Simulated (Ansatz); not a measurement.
Wanted: the native input for an Ansatz 0.2.0 run.

| Item | Value |
| --- | --- |
| Task | band structure |
| Functional | PBE |
| Potentials or basis | Ansatz PAW |
| Cutoff | 420 eV (not typed: the program's choice for these potentials) |
| k mesh | 8 × 8 × 5 |
| Occupations | fermi-dirac, width 0.05 eV |
| Spin | no spin polarisation |
| Path | [["X", "G", "Y"], ["L", "G", "Z"], ["N", "G", "M"], ["R", "G"]] |
| Points for each segment of the path | 14 |

Crystal: MgGe2.

```xyz
6
Lattice="5.5215 -1.8498 0.0000 5.5215 1.8498 0.0000 -3.2176 0.0000 6.0078" Properties=species:S:1:pos:R:3 pbc="T T T"
Ge    4.8996    0.0000    1.7640
Ge    2.9258    0.0000    4.2438
Ge    6.5513    0.0000    5.9203
Ge    1.2740    0.0000    0.0875
Mg    7.8794    0.0000    2.0982
Mg   -0.0541    0.0000    3.9095
```

The cell comes from a database or a generator and needn't be the stable form of this composition.

The input as run:

input.yaml

```yaml
crystal:
  lattice:
    - [5.521485, -1.849846, 0.0]
    - [5.521485, 1.849846, 0.0]
    - [-3.217625, 0.0, 6.007774]
  atoms:
    - { symbol: Ge, position: [0.529234, 0.529234, 0.293621] }
    - { symbol: Ge, position: [0.470766, 0.470766, 0.706379] }
    - { symbol: Ge, position: [0.88039, 0.88039, 0.98544] }
    - { symbol: Ge, position: [0.11961, 0.11961, 0.01456] }
    - { symbol: Mg, position: [0.815286, 0.815286, 0.349253] }
    - { symbol: Mg, position: [0.184714, 0.184714, 0.650747] }
hamiltonian:
  xc: pbe
  pseudopotentials: { kind: paw }
kpoints:
  mp_grid: { grid: [8, 8, 5] }
  band_path:
    path:
      - [[0.0, 0.0, 0.5], [0.0, 0.0, 0.0], [0.0, -0.5, 0.0]]
      - [[0.0, -0.5, 0.5], [0.0, 0.0, 0.0], [0.5, 0.5, -0.5]]
      - [[0.5, 0.5, 0.0], [0.0, 0.0, 0.0], [0.5, 0.0, -0.5]]
      - [[0.5, 0.0, 0.0], [0.0, 0.0, 0.0]]
    npoints: 14
scf:
  occupations: { method: fermi_dirac, width: 0.05 }
  n_extra_bands: 15
output:
  forces: true
  stress: true
  eigenvalues: true
  fatbands: false
  write_density: true
  write_potential: true
  elf: true
  volumetric_format: npy
```

Potentials or basis: Ansatz PAW.

Command:

```sh
$ ansatz run input.yaml --threads 2 --pin off --max-ram 5632MiB --backend cpu --events-out ev --progress --plain --runs-dir out
```

It gave:

```yaml
Pressure: -0.4 GPa
Largest_force: 0.123 eV/Å
Band_gap_on_the_k_mesh: none (metal or under the smearing width)
```

It took 26 s on 2 threads of Arm Neoverse V2, on a shared host, peak memory 0.79 GiB.
